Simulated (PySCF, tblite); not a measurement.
# 3-chloro-2-methylpentane: a rotation path, then NMR shifts on frames, part 2 of 2

tblite 0.8.0 and PySCF 2.14.0. Atoms count from 0. The steps go on from the part before.

## 5. Nuclear shieldings: image 4, PBE0/pcSseg-1

Job settings and geometry (Å):

```
{"job": {"kind": "nmr", "xc": "PBE0", "basis": "pcSseg-1", "pop": false}, "charge": 0, "multiplicity": 1}
C      2.845600     0.020200    -0.157800
C      1.478800    -0.294700     0.439400
C      0.335900     0.321200    -0.363000
Cl     0.480700     2.106700    -0.248500
C     -1.049800    -0.196400     0.088200
C     -1.701800    -0.990800    -1.044600
C     -1.999100     0.898100     0.569000
H      3.016300     1.093100    -0.175300
H      3.633100    -0.441600     0.432600
H      2.906800    -0.356100    -1.176700
H      1.336200    -1.378300     0.461100
H      1.432600     0.073500     1.466500
H      0.479000     0.111400    -1.426900
H     -0.881700    -0.880300     0.927700
H     -1.055900    -1.805000    -1.365600
H     -1.899600    -0.344800    -1.896900
H     -2.645300    -1.418800    -0.712200
H     -1.583300     1.417200     1.429000
H     -2.947000     0.452500     0.860900
H     -2.186500     1.623500    -0.218400
```

Level: GIAO PBE0/pcSseg-1 NMR shielding, non-relativistic, gas phase.

Output:

```text
coarse grid: 16200 points
cycle   1  E = -696.0787133232  dE =  4.967e-01  |g| = 4.444e-01  |ddm| = 3.724e+00
cycle   2  E = -696.0750806595  dE =  3.633e-03  |g| = 4.804e-01  |ddm| = 7.984e-01
cycle   3  E = -696.1325465971  dE = -5.747e-02  |g| = 3.696e-02  |ddm| = 3.875e-01
cycle   4  E = -696.1327658184  dE = -2.192e-04  |g| = 2.177e-02  |ddm| = 5.267e-02
cycle   5  E = -696.1328732885  dE = -1.075e-04  |g| = 5.571e-03  |ddm| = 2.465e-02
cycle   6  E = -696.1328809270  dE = -7.639e-06  |g| = 1.390e-03  |ddm| = 8.261e-03
final grid: 148832 points
cycle   7  E = -696.1762929919  dE = -5.375e-05  |g| = 1.044e-02  |ddm| = 3.625e-02
cycle   8  E = -696.1762806446  dE =  1.235e-05  |g| = 1.242e-02  |ddm| = 2.061e-02
cycle   9  E = -696.1763206212  dE = -3.998e-05  |g| = 1.300e-03  |ddm| = 1.243e-02
cycle  10  E = -696.1763209781  dE = -3.569e-07  |g| = 3.133e-04  |ddm| = 1.701e-03
cycle  11  E = -696.1763210010  dE = -2.292e-08  |g| = 5.920e-05  |ddm| = 2.627e-04
cycle  12  E = -696.1763210018  dE = -7.526e-10  |g| = 1.569e-05  |ddm| = 7.759e-05
converged SCF energy = -696.1763210018

GIAO shielding tensors (ppm)
atom      isotropic    diamagn.    paramagn.     s11        s22        s33       span
  0 C      171.188     245.351     -74.163    157.231    168.361    187.971     30.740
  1 C      147.781     248.365    -100.583    129.181    146.841    167.322     38.140
  2 C      110.130     248.298    -138.168     76.114    122.857    131.419     55.305
  3 Cl     827.341    1149.577    -322.236    710.106    740.892   1031.024    320.918
  4 C      148.646     245.048     -96.402    129.582    147.271    169.085     39.503
  5 C      161.332     248.127     -86.795    139.751    158.976    185.270     45.519
  6 C      162.935     246.380     -83.445    148.389    164.068    176.348     27.959
  7 H       29.945      29.453       0.492     24.214     31.185     34.435     10.221
  8 H       30.602      27.467       3.135     25.792     27.481     38.533     12.741
  9 H       30.997      29.320       1.677     26.602     28.966     37.422     10.820
 10 H       30.089      32.490      -2.401     24.569     30.408     35.290     10.721
 11 H       30.132      31.973      -1.842     25.942     30.241     34.212      8.270
 12 H       28.427      34.019      -5.592     24.579     27.920     32.781      8.202
 13 H       30.204      33.334      -3.130     26.321     29.962     34.330      8.009
 14 H       30.639      31.118      -0.479     25.863     29.147     36.907     11.044
 15 H       30.814      30.826      -0.012     27.208     29.152     36.082      8.874
 16 H       30.708      29.951       0.757     25.975     27.995     38.153     12.178
 17 H       30.111      30.553      -0.442     24.987     29.459     35.887     10.900
 18 H       30.915      29.567       1.348     26.228     28.429     38.088     11.860
 19 H       30.459      30.721      -0.262     26.012     30.188     35.177      9.165
```

Wall time 14 s (1 thread of AMD EPYC 9R45, shared host); peak memory 0.9 GiB.

Key values: δ C2 76.8, C1 39.1, C4 38.3, C5 25.6, H12 3.29, H7 1.77 ppm.

## 6. NMR shieldings: image 6, PBE0/pcSseg-1

Job settings and geometry (Å):

```
{"job": {"kind": "nmr", "xc": "PBE0", "basis": "pcSseg-1", "pop": false}, "charge": 0, "multiplicity": 1}
C      2.813100    -0.019600    -0.281800
C      1.464000    -0.421000     0.303600
C      0.321200     0.453200    -0.203600
Cl     0.594200     2.112800     0.427100
C     -1.058700    -0.094300     0.201100
C     -1.531100    -1.108500    -0.843300
C     -2.116400     0.995300     0.360400
H      3.053200     1.005500    -0.012600
H      3.599300    -0.665800     0.100900
H      2.794700    -0.097200    -1.366700
H      1.249900    -1.460600     0.045600
H      1.504400    -0.346500     1.392700
H      0.373000     0.562100    -1.291000
H     -0.948500    -0.608800     1.162200
H     -0.815300    -1.917100    -0.965000
H     -1.671000    -0.622000    -1.806400
H     -2.482600    -1.540200    -0.540600
H     -1.855000     1.671000     1.169700
H     -3.075900     0.539800     0.591800
H     -2.217600     1.572700    -0.555600
```

With the program's defaults for keys left out, this is: GIAO PBE0/pcSseg-1 NMR shielding, non-relativistic, gas phase.

Output:

```text
coarse grid: 16200 points
cycle   1  E = -696.0839169199  dE =  4.990e-01  |g| = 4.422e-01  |ddm| = 3.725e+00
cycle   2  E = -696.0812539153  dE =  2.663e-03  |g| = 4.742e-01  |ddm| = 7.936e-01
cycle   3  E = -696.1371930830  dE = -5.594e-02  |g| = 3.672e-02  |ddm| = 3.814e-01
cycle   4  E = -696.1374183020  dE = -2.252e-04  |g| = 2.108e-02  |ddm| = 5.375e-02
cycle   5  E = -696.1375179973  dE = -9.970e-05  |g| = 5.408e-03  |ddm| = 2.359e-02
cycle   6  E = -696.1375251578  dE = -7.160e-06  |g| = 1.521e-03  |ddm| = 8.249e-03
final grid: 148832 points
cycle   7  E = -696.1803359934  dE = -5.708e-05  |g| = 1.065e-02  |ddm| = 3.343e-02
cycle   8  E = -696.1803221659  dE =  1.383e-05  |g| = 1.281e-02  |ddm| = 2.130e-02
cycle   9  E = -696.1803646913  dE = -4.253e-05  |g| = 1.371e-03  |ddm| = 1.299e-02
cycle  10  E = -696.1803650932  dE = -4.019e-07  |g| = 3.080e-04  |ddm| = 1.760e-03
cycle  11  E = -696.1803651151  dE = -2.190e-08  |g| = 6.208e-05  |ddm| = 2.579e-04
cycle  12  E = -696.1803651159  dE = -8.299e-10  |g| = 1.670e-05  |ddm| = 8.071e-05
converged SCF energy = -696.1803651159

GIAO shielding tensors (ppm)
atom      isotropic    diamagn.    paramagn.     s11        s22        s33       span
  0 C      171.270     245.355     -74.085    157.740    168.044    188.026     30.286
  1 C      150.092     248.029     -97.936    136.553    144.656    169.068     32.515
  2 C      109.714     249.087    -139.373     74.114    121.824    133.203     59.089
  3 Cl     815.297    1149.490    -334.193    665.507    744.220   1036.163    370.656
  4 C      148.157     245.698     -97.541    134.303    145.286    164.881     30.579
  5 C      163.379     248.304     -84.925    146.869    156.085    187.183     40.314
  6 C      162.264     246.322     -84.057    145.610    161.574    179.609     33.998
  7 H       29.892      29.400       0.492     24.186     31.116     34.375     10.188
  8 H       30.573      27.461       3.112     25.771     27.429     38.519     12.749
  9 H       30.991      29.347       1.645     26.542     28.939     37.493     10.951
 10 H       29.841      32.523      -2.681     23.884     30.853     34.787     10.902
 11 H       30.312      31.944      -1.632     26.308     30.038     34.591      8.283
 12 H       28.560      33.824      -5.265     25.074     27.919     32.685      7.611
 13 H       30.232      33.064      -2.832     26.975     29.660     34.061      7.086
 14 H       30.541      31.454      -0.913     25.153     29.826     36.643     11.490
 15 H       31.097      31.142      -0.045     27.667     28.975     36.650      8.982
 16 H       30.562      30.154       0.409     25.944     27.859     37.883     11.939
 17 H       29.645      30.402      -0.757     23.648     30.440     34.847     11.199
 18 H       30.898      29.507       1.392     26.148     28.536     38.011     11.863
 19 H       30.855      30.422       0.433     27.214     29.096     36.256      9.043
```

Run time: 14 s. Hardware: 1 thread of AMD EPYC 9R45, shared host; peak memory 0.9 GiB.

In short: δ C2 77.2, C4 38.8, C1 36.8, C6 24.7, H12 3.16, H17 2.07 ppm.

## 7. Nuclear shieldings: image 8, PBE0/pcSseg-1

Job settings and geometry (Å):

```
{"job": {"kind": "nmr", "xc": "PBE0", "basis": "pcSseg-1", "pop": false}, "charge": 0, "multiplicity": 1}
C      2.786700     0.039400    -0.357500
C      1.438200    -0.512100     0.092700
C      0.312200     0.505500    -0.052500
Cl     0.682400     1.893900     1.027300
C     -1.079200    -0.034900     0.296900
C     -1.445400    -1.221500    -0.597100
C     -2.140000     1.055000     0.143700
H      3.057400     0.916600     0.224500
H      3.560600    -0.713300    -0.227700
H      2.751700     0.319500    -1.408500
H      1.196800    -1.384300    -0.516400
H      1.498900    -0.829300     1.136100
H      0.305200     0.918800    -1.065800
H     -1.066300    -0.367100     1.340400
H     -0.842900    -2.097400    -0.373100
H     -1.312500    -0.962400    -1.645600
H     -2.488400    -1.486200    -0.441500
H     -1.922900     1.903600     0.786100
H     -3.118200     0.664200     0.413400
H     -2.179200     1.402500    -0.886800
```

With the program's defaults for keys left out, this is: GIAO PBE0/pcSseg-1 NMR shielding, non-relativistic, gas phase.

Output:

```text
coarse grid: 16200 points
cycle   1  E = -696.0869151239  dE =  5.001e-01  |g| = 4.410e-01  |ddm| = 3.720e+00
cycle   2  E = -696.0848306009  dE =  2.085e-03  |g| = 4.705e-01  |ddm| = 7.890e-01
cycle   3  E = -696.1398711248  dE = -5.504e-02  |g| = 3.634e-02  |ddm| = 3.776e-01
cycle   4  E = -696.1400957386  dE = -2.246e-04  |g| = 2.061e-02  |ddm| = 5.391e-02
cycle   5  E = -696.1401906439  dE = -9.491e-05  |g| = 5.251e-03  |ddm| = 2.299e-02
cycle   6  E = -696.1401973364  dE = -6.693e-06  |g| = 1.595e-03  |ddm| = 8.053e-03
final grid: 148832 points
cycle   7  E = -696.1831656567  dE = -5.851e-05  |g| = 1.088e-02  |ddm| = 3.542e-02
cycle   8  E = -696.1831509830  dE =  1.467e-05  |g| = 1.313e-02  |ddm| = 2.177e-02
cycle   9  E = -696.1831955681  dE = -4.459e-05  |g| = 1.414e-03  |ddm| = 1.323e-02
cycle  10  E = -696.1831959969  dE = -4.288e-07  |g| = 3.084e-04  |ddm| = 1.795e-03
cycle  11  E = -696.1831960187  dE = -2.182e-08  |g| = 6.348e-05  |ddm| = 2.546e-04
cycle  12  E = -696.1831960196  dE = -8.731e-10  |g| = 1.723e-05  |ddm| = 8.582e-05
converged SCF energy = -696.1831960196

GIAO shielding tensors (ppm)
atom      isotropic    diamagn.    paramagn.     s11        s22        s33       span
  0 C      171.727     245.198     -73.471    159.263    168.048    187.870     28.607
  1 C      153.340     247.801     -94.462    142.770    148.008    169.241     26.471
  2 C      108.906     249.590    -140.685     75.666    119.000    132.051     56.385
  3 Cl     806.665    1149.395    -342.730    652.121    709.182   1058.692    406.571
  4 C      146.432     245.630     -99.198    134.064    142.556    162.676     28.612
  5 C      165.076     248.449     -83.373    152.178    157.596    185.454     33.275
  6 C      162.039     246.786     -84.747    145.797    154.600    185.720     39.922
  7 H       29.859      29.410       0.449     24.030     31.217     34.331     10.301
  8 H       30.568      27.494       3.075     25.663     27.476     38.567     12.904
  9 H       31.005      29.309       1.695     26.584     28.793     37.638     11.054
 10 H       29.749      32.712      -2.962     22.861     31.645     34.743     11.882
 11 H       30.422      31.904      -1.482     26.223     30.050     34.992      8.768
 12 H       28.696      33.761      -5.065     26.633     27.473     31.981      5.348
 13 H       30.162      32.687      -2.525     27.871     28.856     33.759      5.888
 14 H       30.358      31.445      -1.086     24.804     29.704     36.567     11.762
 15 H       31.197      31.405      -0.208     27.686     29.180     36.726      9.039
 16 H       30.677      30.297       0.380     25.754     28.584     37.693     11.939
 17 H       29.478      30.270      -0.793     23.014     30.944     34.474     11.461
 18 H       30.778      29.592       1.187     26.236     28.098     38.000     11.764
 19 H       31.115      30.441       0.674     28.001     28.623     36.720      8.719
```

Wall time 14 s (1 thread of AMD EPYC 9R45, shared host); peak memory 0.9 GiB.

Key values: δ C2 78.0, C4 40.5, C1 33.6, C6 24.9, H12 3.02, H17 2.24 ppm.

## 8. Comparing the runs: NMR shifts

Shifts (ppm) of some atoms, chosen among heavy atoms and hydrogens apart, with basis size and wall time:

| frame | C4 | C1 | C5 | C6 | H15 | H17 | Cl3 | functions | time |
| --- | --- | --- | --- | --- | --- | --- | --- | --- | --- |
| image 0 | 39.5 | 35.8 | 24.0 | 15.8 | 1.59 | 0.99 | 82 | 191 | 15 s |
| image 2 | 39.6 | 37.8 | 25.0 | 20.0 | 1.22 | 1.08 | 91 | 191 | 15 s |
| image 4 | 38.3 | 39.1 | 25.6 | 24.0 | 0.90 | 1.61 | 122 | 191 | 14 s |
| image 6 | 38.8 | 36.8 | 23.5 | 24.7 | 0.62 | 2.07 | 134 | 191 | 14 s |
| image 8 | 40.5 | 33.6 | 21.8 | 24.9 | 0.52 | 2.24 | 143 | 191 | 14 s |

## 9. Results

This closing draws on all 2 parts.

| quantity | value |
| --- | --- |
| barrier | 0.142 eV (3.3 kcal/mol) at image 4 |
| end to end (GFN2-xTB) | 0.019 eV |
| ¹³C shifts against TMS (PBE0/pcSseg-1, image 0) | 77.3, 39.5, 35.8, 24.0, 15.8, 15.2 ppm |
| ¹H shifts against TMS (PBE0/pcSseg-1, image 0) | 3.54, 1.77, 1.68, 1.66, 1.59, 1.48, 1.42, 1.17, 0.99, 0.93, 0.92, 0.80, 0.65 ppm |
| ³⁵Cl shifts against HCl (PBE0/pcSseg-1, image 0) | 82 ppm |
| range of the shift of Cl3 | 82 to 143 ppm |

What this shows: Along the band the dihedral turns by 116°, and the top (dihedral 121°) lies 3.3 kcal/mol above the start (GFN2-xTB, rough), so at room temperature this motion is fast. Ends this close can change order at a higher level. The top was not checked by a frequency run. Shifts at one fixed geometry are not the observed spectrum, which averages over the motion. In the first frame run (image 0): Shielding is most anisotropic at Cl3 (span 372 ppm, paramagnetic term -281 ppm). In ppm, Cl3 moves most: its shift spreads over 62 ppm, from 82 (image 0) to 143 (image 8).
